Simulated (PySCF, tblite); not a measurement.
# C₃₆H₂₀: electronic excitations, NMR shifts, part 1 of 2

Wanted: electronic excitations, NMR shifts for C₃₆H₂₀ (`c1ccc2c(c1)ccc1ccc3c4ccc5c6cccc7ccc8cccc(c5c4ccc3c12)c8c76`).

Programs: tblite 0.8.0 and PySCF 2.14.0, with routines of our own; each step states its level. All values are computed. Atoms count from 0.

## Step 1: The starting structure

56 atoms, charge 0, multiplicity 1; geometry from: force field, distance geometry or constructed start.

## Step 2: Geometry optimisation with GFN2-xTB

What the job is given:

```
{"job": {"kind": "relax", "xc": "GFN2-xTB", "basis": "xTB"}, "charge": 0, "multiplicity": 1}
C      6.970400     1.386100     2.337400
C      5.645300     1.339600     2.750400
C      4.691800     0.708900     1.956000
C      4.976400     0.142800     0.681900
C      6.357300     0.122300     0.352100
C      7.316600     0.767200     1.144800
C      6.791500    -0.572000    -0.776200
C      5.894400    -1.303500    -1.528800
C      4.525300    -1.280700    -1.249700
C      3.689800    -2.073900    -2.030300
C      2.315000    -2.083800    -1.836400
C      1.680900    -1.223700    -0.921100
C      0.234800    -1.179600    -0.771900
C     -0.590500    -2.180500    -1.297000
C     -1.968800    -2.188200    -1.063100
C     -2.642300    -1.151200    -0.396000
C     -4.047300    -1.233900    -0.118500
C     -4.833900    -2.404700    -0.336200
C     -6.190300    -2.466800    -0.017200
C     -6.819200    -1.362600     0.524600
C     -6.106200    -0.183800     0.746200
C     -6.766100     0.929000     1.261400
C     -6.082400     2.129900     1.448100
C     -4.734700     2.220500     1.119000
C     -4.091900     3.460200     1.251400
C     -2.777500     3.589800     0.869100
C     -2.069200     2.474800     0.414500
C     -2.625600     1.167900     0.363100
C     -1.876500    -0.016100    -0.030600
C     -0.409600    -0.139800    -0.066800
C      0.459700     0.716200     0.626300
C      1.850200     0.623400     0.567000
C      2.526400    -0.362600    -0.169000
C      3.993900    -0.477200    -0.206400
C     -4.012300     1.088800     0.640300
C     -4.713300    -0.117900     0.431100
H      7.719800     1.870400     2.948700
H      5.362500     1.766400     3.712100
H      3.695800     0.617900     2.387200
H      8.363600     0.772100     0.856700
H      7.845500    -0.608600    -1.034900
H      6.282500    -1.902400    -2.355700
H      4.110000    -2.714000    -2.812000
H      1.746800    -2.738000    -2.486500
H     -0.190700    -3.037100    -1.819000
H     -2.502500    -3.055500    -1.452100
H     -4.390100    -3.309300    -0.737000
H     -6.745600    -3.383100    -0.193000
H     -7.879600    -1.425000     0.760100
H     -7.821900     0.884000     1.509800
H     -6.634400     2.978600     1.822400
H     -4.624100     4.334600     1.604600
H     -2.286000     4.561700     0.899900
H     -1.069700     2.659400     0.038900
H      0.067000     1.467700     1.309000
H      2.394200     1.413400     1.078700
```

On the command line:

```bash
> OMP_NUM_THREADS=2 python large_run.py task.json out
```

This one command runs all jobs of the session in turn.

Output:

```text
step      E/eV     max force
  0   -2376.13580    2.692
  1   -2376.40263    1.453
  2   -2376.46618    0.284
  3   -2376.48483    0.229
  4   -2376.51705    0.345
  5   -2376.54334    0.366
  6   -2376.56739    0.290
  7   -2376.58619    0.207
  8   -2376.60402    0.208
  9   -2376.62006    0.182
 10   -2376.63344    0.186
 11   -2376.64408    0.167
 12   -2376.65384    0.195
 13   -2376.66393    0.196
 14   -2376.67334    0.163
 15   -2376.68033    0.108
 16   -2376.68509    0.089
 17   -2376.68863    0.082
 18   -2376.69137    0.085
 19   -2376.69348    0.083
 20   -2376.69525    0.073
 21   -2376.69699    0.065
 22   -2376.69880    0.063
 23   -2376.70050    0.061
 24   -2376.70208    0.057
 25   -2376.70362    0.066
 26   -2376.70518    0.063
 27   -2376.70669    0.066
 28   -2376.70820    0.073
 29   -2376.70993    0.083
 30   -2376.71212    0.081
 31   -2376.71479    0.103
 32   -2376.71785    0.092
 33   -2376.72122    0.093
 34   -2376.72500    0.112
 35   -2376.72910    0.119
 36   -2376.73334    0.124
 37   -2376.73797    0.120
 38   -2376.74289    0.110
 39   -2376.74797    0.113
 40   -2376.75221    0.096
 41   -2376.75517    0.071
 42   -2376.75748    0.069
 43   -2376.75957    0.064
 44   -2376.76159    0.069
 45   -2376.76331    0.061
 46   -2376.76479    0.067
 47   -2376.76626    0.061
 48   -2376.76784    0.060
 49   -2376.76935    0.063
 50   -2376.77064    0.060
 51   -2376.77164    0.043
 52   -2376.77242    0.040
 53   -2376.77306    0.040
 54   -2376.77363    0.038
 55   -2376.77423    0.040
 56   -2376.77489    0.043
 57   -2376.77557    0.047
 58   -2376.77623    0.042
 59   -2376.77691    0.041
 60   -2376.77763    0.043
 61   -2376.77838    0.040
 62   -2376.77911    0.036
 63   -2376.77979    0.043
 64   -2376.78044    0.047
 65   -2376.78107    0.040
 66   -2376.78166    0.041
 67   -2376.78224    0.036
 68   -2376.78287    0.049
 69   -2376.78356    0.046
 70   -2376.78422    0.044
 71   -2376.78474    0.032
 72   -2376.78513    0.026
 73   -2376.78548    0.030
 74   -2376.78580    0.029
 75   -2376.78609    0.028
 76   -2376.78635    0.028
 77   -2376.78660    0.025
 78   -2376.78686    0.024
 79   -2376.78710    0.022
 80   -2376.78731    0.020
```

It took 3.2 s on 2 threads of Arm Neoverse V1, shared host; peak memory 0.19 GiB.

The steps of the relaxation:

| step | energy from step 0 (eV) | largest force (eV/Å) |
| --- | --- | --- |
| 0 | 0.0000 | 2.6925 |
| 1 | -0.2668 | 1.4529 |
| 2 | -0.3304 | 0.2842 |
| 3 | -0.3490 | 0.2292 |
| 4 | -0.3812 | 0.3455 |
| 5 | -0.4075 | 0.3662 |
| 6 | -0.4316 | 0.2894 |
| 7 | -0.4504 | 0.2072 |
| 8 | -0.4682 | 0.2080 |
| 14 | -0.5375 | 0.1629 |
| 20 | -0.5595 | 0.0731 |
| 26 | -0.5694 | 0.0627 |
| 32 | -0.5820 | 0.0924 |
| 38 | -0.6071 | 0.1098 |
| 45 | -0.6275 | 0.0613 |
| 51 | -0.6358 | 0.0425 |
| 57 | -0.6398 | 0.0472 |
| 63 | -0.6440 | 0.0424 |
| 69 | -0.6478 | 0.0457 |
| 76 | -0.6505 | 0.0279 |
| 77 | -0.6508 | 0.0247 |
| 78 | -0.6511 | 0.0233 |
| 79 | -0.6513 | 0.0224 |
| 80 | -0.6515 | 0.0194 |

Distances of close pairs at the start and the end, largest changes first:

| bond | before (Å) | after (Å) | change (Å) |
| --- | --- | --- | --- |
| C28–C29 | 1.473 | 1.429 | -0.044 |
| C21–C22 | 1.394 | 1.352 | -0.043 |
| C32–C33 | 1.472 | 1.431 | -0.041 |
| C30–C31 | 1.395 | 1.359 | -0.036 |
| C22–C23 | 1.390 | 1.425 | +0.034 |
| C16–C17 | 1.427 | 1.393 | -0.034 |
| C13–C14 | 1.398 | 1.364 | -0.034 |
| C20–C21 | 1.393 | 1.425 | +0.033 |

The next job starts from the end point, and lists it.

## Step 3: Harmonic vibrations with GFN2-xTB

What the job is given:

```
{"job": {"kind": "ir", "xc": "GFN2-xTB", "basis": "xTB"}, "charge": 0, "multiplicity": 1}
C      6.572710     1.388806     2.472445
C      5.276951     1.074421     2.887581
C      4.407318     0.439411     2.036070
C      4.782398     0.101152     0.722298
C      6.143132     0.283432     0.367059
C      7.004515     0.965939     1.242735
C      6.639636    -0.295525    -0.832165
C      5.846318    -1.093052    -1.585577
C      4.460434    -1.222300    -1.299697
C      3.637127    -2.035240    -2.108812
C      2.298175    -2.124401    -1.884386
C      1.666400    -1.286003    -0.938532
C      0.236108    -1.258870    -0.799284
C     -0.582761    -2.298098    -1.283093
C     -1.922470    -2.313161    -1.025685
C     -2.576410    -1.216158    -0.427952
C     -3.991420    -1.250494    -0.112430
C     -4.786976    -2.375220    -0.319101
C     -6.115733    -2.403400     0.073472
C     -6.694080    -1.308547     0.675843
C     -5.945976    -0.147797     0.884399
C     -6.534173     1.019010     1.453529
C     -5.839992     2.174531     1.551562
C     -4.487464     2.258164     1.111794
C     -3.793689     3.470989     1.110718
C     -2.532048     3.543188     0.562071
C     -1.889006     2.397590     0.121280
C     -2.486220     1.143272     0.244506
C     -1.810550    -0.087583    -0.102112
C     -0.385475    -0.190159    -0.116714
C      0.449152     0.707452     0.596751
C      1.802606     0.586593     0.590300
C      2.463978    -0.415484    -0.164577
C      3.890643    -0.509535    -0.228287
C     -3.846129     1.089421     0.634841
C     -4.585368    -0.115327     0.492776
H      7.241853     1.914366     3.138222
H      4.962892     1.320607     3.891752
H      3.440477     0.137552     2.407451
H      8.029567     1.126312     0.939980
H      7.677585    -0.138753    -1.089445
H      6.241004    -1.616830    -2.444715
H      4.098790    -2.597825    -2.907660
H      1.703961    -2.780359    -2.499723
H     -0.143577    -3.142611    -1.790498
H     -2.492157    -3.180961    -1.316473
H     -4.380296    -3.257922    -0.785458
H     -6.700651    -3.295227    -0.097015
H     -7.731995    -1.329880     0.975434
H     -7.563086     0.961360     1.780279
H     -6.302206     3.066991     1.949633
H     -4.276675     4.356638     1.496924
H     -2.032626     4.497123     0.477357
H     -0.926233     2.490866    -0.356277
H     -0.000859     1.468772     1.214084
H      2.387932     1.320401     1.119601
```

Output:

```text
mode    cm-1     km/mol
  1      20.3      0.03
  2      26.6      0.01
  3      49.4      0.16
  4      56.8      0.03
  5      78.9      0.02
  6      96.0      0.09
  7     109.0      0.16
  8     122.2      0.30
  9     143.8      0.14
 10     165.9      0.25
 11     183.4      0.13
 12     199.9      0.70
 13     211.3      0.70
 14     236.0      0.09
 15     249.2      0.20
 16     250.5      1.85
 17     274.9      0.30
 18     295.3      0.78
 19     335.7      0.25
 20     348.9      1.71
 21     359.6      2.91
 22     372.0      0.20
 23     391.6      0.17
 24     396.5      1.16
 25     406.1      0.42
 26     418.7      0.25
 27     437.7      0.30
 28     444.4      1.81
 29     461.7      0.15
 30     463.4      0.75
 31     479.6      0.03
 32     490.7      0.02
 33     498.3      6.03
 34     501.8      0.11
 35     507.2      1.25
 36     528.4      4.74
 37     538.2      0.42
 38     545.2      1.65
 39     548.2      0.30
 40     561.4      0.30
 41     562.1      0.85
 42     578.8      7.47
 43     580.0      0.41
 44     594.7      0.38
 45     612.2      0.21
 46     642.8      1.37
 47     656.1      0.92
 48     673.3      0.68
 49     686.9      1.68
 50     699.3      0.63
 51     700.6      0.58
 52     719.8      4.34
 53     728.1      1.64
 54     745.0      1.11
 55     747.6      2.85
 56     756.8      0.44
 57     768.4     11.17
 58     771.0      4.87
 59     773.6     16.51
 60     797.1      1.70
 61     803.3      0.35
 62     805.9      0.38
 63     814.8      8.89
 64     821.6      0.21
 65     837.4     43.45
 66     843.6     25.59
 67     851.1      0.42
 68     858.4      0.80
 69     868.5      0.15
 70     878.0      1.68
 71     882.7      1.55
 72     897.5      0.04
 73     900.0      1.99
 74     906.0      0.09
 75     913.1      1.06
 76     915.5      0.11
 77     918.6      1.05
 78     923.0      0.14
 79     924.2      0.06
 80     933.4      0.87
 81     957.6      0.55
 82     982.0      0.24
 83     991.7      0.41
 84    1002.9      0.07
 85    1026.5      0.10
 86    1063.0      0.32
 87    1096.3      0.04
 88    1106.5      0.33
 89    1126.4      0.49
 90    1136.3      0.07
 91    1146.0      0.09
 92    1159.8      0.36
 93    1169.9      0.62
 94    1173.7      0.37
 95    1179.5      0.21
 96    1181.2      1.74
 97    1192.4      0.77
 98    1205.8      0.91
 99    1212.1      0.32
100    1222.1      0.73
101    1224.7      0.30
102    1228.0      0.34
103    1235.4      0.19
104    1242.6      0.29
105    1252.3      0.94
106    1264.8      0.06
107    1266.3      2.43
108    1281.0      0.30
109    1294.0      0.28
110    1314.5      1.67
111    1322.9      0.21
112    1330.3      3.72
113    1346.8      0.29
114    1348.8      0.07
115    1362.3      0.26
116    1371.0      0.09
117    1377.5      0.24
118    1384.4      0.15
119    1392.7      1.06
120    1396.1      0.85
121    1397.6      0.08
122    1410.1      0.53
123    1424.6      2.55
124    1426.4      0.28
125    1436.2      0.46
126    1442.6      0.03
127    1470.2      0.07
128    1485.7      0.21
129    1491.9      0.71
130    1503.9      0.12
131    1510.1      0.39
132    1521.5      0.07
133    1543.3      1.19
134    1554.6      0.28
135    1561.5      0.85
136    1570.5      0.45
137    1579.6      0.04
138    1583.3      0.27
139    1585.3      0.24
140    1601.7      0.21
141    1609.4      0.05
142    1612.9      0.49
143    3064.3      4.91
144    3066.0      2.66
145    3069.4      2.36
146    3073.4      0.40
147    3073.8     24.86
148    3075.0      7.05
149    3075.1      9.89
150    3078.4     88.64
151    3080.6    126.48
152    3085.7    109.91
153    3086.0    181.48
154    3086.5     71.46
155    3090.8      4.04
156    3095.5     22.91
157    3098.7     10.27
158    3100.8     19.63
159    3101.6      2.06
160    3108.1     13.89
161    3113.1    101.21
162    3115.0      9.86
```

Wall time 12 s (2 threads of Arm Neoverse V1, shared host); peak memory 0.19 GiB.

Which atoms move in the most intense modes:

| cm⁻¹ | km/mol | atoms |
| --- | --- | --- |
| 837 | 43.5 | H49 21 %, H50 21 % |
| 844 | 25.6 | H40 19 %, H41 17 %, H43 13 % |
| 3078 | 88.6 | H50 39 %, H49 36 % |
| 3081 | 126.5 | H41 42 %, H40 40 % |
| 3086 | 109.9 | H47 38 %, H48 22 %, H51 10 % |
| 3086 | 181.5 | H36 31 %, H51 12 %, H39 11 % |
| 3086 | 71.5 | H51 20 %, H36 19 %, H52 15 % |
| 3113 | 101.2 | H45 42 %, H46 34 % |

## Step 4: Electronic excitations: TDA PBE0/def2-SVP

Settings changed since step 3:

```diff
@@ -1,2 +1,2 @@
-{"job": {"kind": "ir", "xc": "GFN2-xTB", "basis": "xTB"}, "charge": 0, "multiplicity": 1}
+{"job": {"kind": "uv", "basis": "def2-SVP", "grid": 1, "kgrid": 0, "vcut": 1.5, "nstates": 6, "ntriplets": 2, "tda": true, "delta": ["ip_vertical"], "pop": true, "xc": "PBE0"}, "charge": 0, "multiplicity": 1}
 C      6.572710     1.388806     2.472445
```

With the program's defaults for keys left out, this is: TDA PBE0/def2-SVP, vertical, gas phase, core orbitals frozen in the response, virtual orbitals cut by energy.

Output:

```text
start: PBE on a coarse grid of 48073 points
cycle   1  E = -1380.7113429667  dE =  6.186e+00  |g| = 8.813e-01  |ddm| = 1.203e+01
cycle   2  E = -1380.6317592223  dE =  7.958e-02  |g| = 1.054e+00  |ddm| = 3.200e+00
cycle   3  E = -1380.9418918073  dE = -3.101e-01  |g| = 2.059e-01  |ddm| = 1.942e+00
cycle   4  E = -1380.9480383689  dE = -6.147e-03  |g| = 1.387e-01  |ddm| = 4.963e-01
cycle   5  E = -1380.9537777133  dE = -5.739e-03  |g| = 3.732e-02  |ddm| = 2.756e-01
cycle   6  E = -1380.9540967206  dE = -3.190e-04  |g| = 1.781e-02  |ddm| = 7.730e-02
cycle   7  E = -1380.9541776847  dE = -8.096e-05  |g| = 7.890e-03  |ddm| = 3.683e-02
final grid: 211316 points
cycle   8  E = -1381.3778481479  dE = -1.582e-02  |g| = 5.656e-02  |ddm| = 2.483e+00
cycle   9  E = -1381.3778370832  dE =  1.106e-05  |g| = 5.804e-02  |ddm| = 1.844e-01
cycle  10  E = -1381.3787174509  dE = -8.804e-04  |g| = 2.148e-02  |ddm| = 1.241e-01
cycle  11  E = -1381.3788516120  dE = -1.342e-04  |g| = 4.185e-03  |ddm| = 3.622e-02
cycle  12  E = -1381.3788500509  dE =  1.561e-06  |g| = 2.241e-03  |ddm| = 1.017e-02
cycle  13  E = -1381.3788556420  dE = -5.591e-06  |g| = 7.187e-04  |ddm| = 4.028e-03
cycle  14  E = -1381.3788544838  dE =  1.158e-06  |g| = 2.736e-04  |ddm| = 1.521e-03
cycle  15  E = -1381.3788525457  dE =  1.938e-06  |g| = 6.958e-05  |ddm| = 6.052e-04
converged SCF energy = -1381.3788525457
Vertical ionisation energy (delta-SCF) = 6.7445 eV   <S^2> = 0.772

Static polarisability (au): isotropic 452.478, principal 197.160 439.053 721.221

Singlet excitations
state   eV       nm        f      main configurations
  1   3.2877    377.1   0.00869   H->L+1 0.47, H-1->L 0.40
  2   3.4718    357.1   0.07755   H->L 0.66, H-1->L+1 0.14, H->L+1 0.10
  3   3.7436    331.2   0.01106   H->L+3 0.30, H-1->L+2 0.23, H-3->L 0.22
  4   3.7595    329.8   1.09180   H-1->L 0.50, H->L+1 0.35
  5   3.8409    322.8   0.11793   H->L+2 0.59
  6   3.8901    318.7   0.10483   H-1->L+1 0.40, H-2->L 0.35, H->L 0.09

Triplet excitations (Tamm-Dancoff, eV): 2.4096 2.7594
```

It took 6 min on 2 threads of Arm Neoverse V1, shared host; peak memory 1.7 GiB.

The orbitals next to the gap, with their largest atomic shares:

| orbital | eV | atoms |
| --- | --- | --- |
| HOMO−4 | -7.03 | C35 7 %, C22 7 %, C4 7 % |
| HOMO−3 | -6.64 | C25 11 %, C18 11 %, C34 7 % |
| HOMO−2 | -6.32 | C7 10 %, C6 8 %, C9 7 % |
| HOMO−1 | -5.97 | C33 10 %, C31 10 %, C10 8 % |
| HOMO | -5.70 | C26 9 %, C24 9 %, C28 8 % |
| LUMO | -1.79 | C28 9 %, C19 8 %, C15 8 % |
| LUMO+1 | -1.58 | C33 10 %, C31 9 %, C10 8 % |
| LUMO+2 | -1.24 | C7 9 %, C9 7 %, C6 6 % |
| LUMO+3 | -1.00 | C16 8 %, C34 7 %, C25 6 % |

With each of the 6 states as a Gaussian band of 0.4 eV half-width at 1/e, the curve within the window shown has maxima at 329 nm (ε 55,000) L/(mol cm). Beyond the last state computed it falls off for lack of states. The curve at chosen wavelengths:

(nm, ε (L/mol/cm)): (296, 18777), (303, 29017), (309, 38130), (316, 47311), (322, 52637), (329, 55013), (336, 53291), (342, 49187), (349, 42454), (355, 35947), (362, 28436), (369, 21676), (375, 16755), (382, 12110), (388, 9011), (395, 6280), (402, 4316), (408, 3102), (415, 2094), (421, 1487), (428, 993), (435, 661), (441, 466), (448, 309), (454, 217), (461, 144)

Ground-state properties from the same run:

| property | computed |
| --- | --- |
| dipole moment (D) | 0.11 |
| polarisability (Å³) | 67.05 |
| HOMO–LUMO gap (eV) | 3.90 |
| −ε(HOMO) (eV) | 5.70 |

(Continued in part 2 of 2.)
